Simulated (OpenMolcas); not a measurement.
**Eu³⁺ among point charges: CASSCF levels and susceptibility**

How does a field of 8 point charges split the states of Eu³⁺, and what χT follows?

Program: OpenMolcas 26.06. Level of theory: state-averaged CASSCF, spin-orbit coupling by RASSI with atomic mean-field integrals. These are calculated values, not measurements, unless marked.

**1. The atom as given**

```
Species                           : Eu³⁺ (europium, Z = 63, 60 electrons)
Basis                             : ANO-RCC-VDZP [7s6p4d2f1g], 68 functions
Scalar Hamiltonian                : DKH2, point nucleus
Inactive shells                   : 1s 2s 2p 3s 3p 3d 4s 4p 4d 5s 5p
Active space                      : 6 electrons in 7 orbitals (4f)
Some configurations of this space : 4f6
Orbitals                          : optimised for the highest spin of each parity, averaged over all roots
```

Outer shells as boxes (Hund's rule):

4f6
```
4f [↑ ][↑ ][↑ ][↑ ][↑ ][↑ ][  ]
```

The ion sits among 8 point charges of -1 e arranged as a hexagonal bipyramid (D6h), 2.88 Å from the ion, with the axial distance 2.563 Å.

Each step is its own input file, run in one work folder so that later steps find the files of earlier ones. Labels, J, g values, rates, χT and fits are worked out afterwards by a script from the matrices that RASSI stores. The input lists half of the charges; inversion (Group=XYZ) makes the rest.

**2. Basis and integrals**

a.inp reads:

```
&GATEWAY
Coord
1

Eu 0.0 0.0 0.0
Basis=ANO-RCC-VDZP
Group=XYZ
NoMove
AngMom=0.0 0.0 0.0
AMFI
XField
4 Angstrom 0
2.880000 0.000000 0.000000 -1.000000
1.440000 2.494153 0.000000 -1.000000
1.440000 -2.494153 0.000000 -1.000000
0.000000 0.000000 2.563200 -1.000000
&SEWARD
```

Command:

```
> OMP_NUM_THREADS=1 MOLCAS_MEM=2252 MOLCAS_PROJECT=a pymolcas a.inp > a.log
```

**3. Reference wave functions, septets of even parity, 7 roots**

a.inp reads:

```
&RASSCF
FileOrb=start.orb
Symmetry=1
Spin=7
nActEl=6 0 0
Inactive=15 12
Ras2=0 7
CIRoot=7 7 1
SDav=7
CIMx=300
Iter=120 100
PrWF=0.3
OrbListing=Nothing
MaxOrb=0
>>> COPY $Project.JobIph JOB001
```

start.orb holds the contracted functions of the basis, ordered by shell, or the orbitals of the step before.

**4. CASSCF: quintets of even parity, 140 roots**

a.inp reads:

```
&RASSCF
FileOrb=start.orb
Symmetry=1
Spin=5
nActEl=6 0 0
Inactive=15 12
Ras2=0 7
CIRoot=140 140 1
SDav=140
CIMx=300
Iter=120 100
PrWF=0.3
OrbListing=Nothing
MaxOrb=0
CIOnly
>>> COPY $Project.JobIph JOB002
```

**5. Reference wave functions, triplets of even parity, 162 roots**

a.inp reads:

```
&RASSCF
FileOrb=start.orb
Symmetry=1
Spin=3
nActEl=6 0 0
Inactive=15 12
Ras2=0 7
CIRoot=162 162 1
SDav=588
CIMx=300
Iter=120 100
PrWF=0.3
OrbListing=Nothing
MaxOrb=0
CIOnly
>>> COPY $Project.JobIph JOB003
```

**6. State interaction with spin-orbit coupling**

a.inp reads:

```
&RASSI
NrOfJobIphs=3 7 77 3
1 2 3 4 5 6 7
1 2 3 4 5 6 7 8 9 10 11 12 13 14 15 16 17 18 19 20 21 22 23 24 25 26 27
28 29 30 31 32 33 34 35 36 37 38 39 40 41 42 43 44 45 46 47 48 49 50 51
52 53 54 55 56 57 58 59 60 61 62 63 64 65 66 67 68 69 70 71 72 73 74 75
76 77
1 2 3
IphNames
JOB001
JOB002
JOB003
EJob
SpinOrbit
DIPRint=1.0
SOCoupling=1000.0
Subsets=2
Property=9
'ANGMOM' 1 'ANGMOM' 2 'ANGMOM' 3 'MLTPL  1' 1 'MLTPL  1' 2 'MLTPL  1' 3
'AMFI' 1 'AMFI' 2 'AMFI' 3
SOProperty=3
'ANGMOM' 1 'ANGMOM' 2 'ANGMOM' 3
```

Before running it: what results should come out? Wanted: spin-free ground state; first state of the same spin within the active space; lowest level; next level.

As calculated:

| quantity | value |
| --- | --- |
| method | CASSCF |
| spin-free ground state | septet, 1-fold in its orbital part |
| first state of the same spin within the active space | septet at 46 cm⁻¹ |
| lowest level | 1-fold |
| next level | 343.3 cm⁻¹ |
| χT at 300 K | 1.30 cm³ K/mol |
| effective moment at 300 K | 3.23 μB |

In words: The spin-free ground state (septet) comes to 100 % from free-ion F terms and keeps the highest spin of the shell. The quintets, triplets rest on orbitals optimised for another spin in at least one step, which raises them against the optimised states. Not all states of the active space went into the spin-orbit step. High states of lower spin are left out of the spin-orbit mixing, and CASSCF puts spin-flip levels too high. Point charges carry no covalency, so the field is a model and not that of real ligands.
